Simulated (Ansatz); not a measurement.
CsC in Ansatz: convergence with smearing width

Crystal: CsC.

```xyz
2
Lattice="0.0000 3.1101 3.1101 3.1101 0.0000 3.1101 3.1101 3.1101 0.0000" Properties=species:S:1:pos:R:3 pbc="T T T"
Cs    0.0000    0.0000    0.0000
C     1.5550    1.5550    1.5550
```

The cell was built by a generator and needn't be a form met in nature.

- Program: Ansatz 0.2.0
- Task: convergence study
- Functional: PBE
- Potentials or basis: JTH PAW
- Cutoff: 1200 eV (not typed: the program's choice for these potentials)
- k mesh: 6 × 6 × 6
- Occupations: methfessel-paxton, width 0.3 eV
- Spin: no spin polarisation

These are the settings of the first run; the series varies smearing width, with any setting tied to it.

Hardware: 2 threads of Arm Neoverse V1, on a shared host.

```
smearing width  energy less the tightest run, at zero smearing (meV/atom)  pressure (GPa)  SCF cycles  CPU time (s)  peak memory (GiB)
        0.3 eV                                                       0.17            4.61           7           5.3               0.58
        0.2 eV                                                       0.17            4.57           7           5.4               0.58
       0.15 eV                                                       0.08            4.56           7           5.3               0.58
        0.1 eV                                                      -0.26            4.56           7           5.5               0.58
       0.05 eV                                                      -0.54            4.60           6           5.5               0.58
      0.025 eV                                                      -0.23            4.60           6           5.5               0.57
       0.01 eV                                                      -0.06            4.60           6           5.5               0.57
      0.005 eV                                                       0.00            4.60           6           5.5               0.58
```

Against the tightest run, the energy stays within 1 meV/atom from 0.3 eV on; the pressure stays within 0.1 GPa from 0.3 eV on. Narrower smearing needs a denser k mesh, so at a fixed mesh the narrowest width isn't the most accurate. The tightest run that finished is the yardstick and may itself not be fully converged.

Spin-orbit coupling is left out, which matters for the levels of Cs.
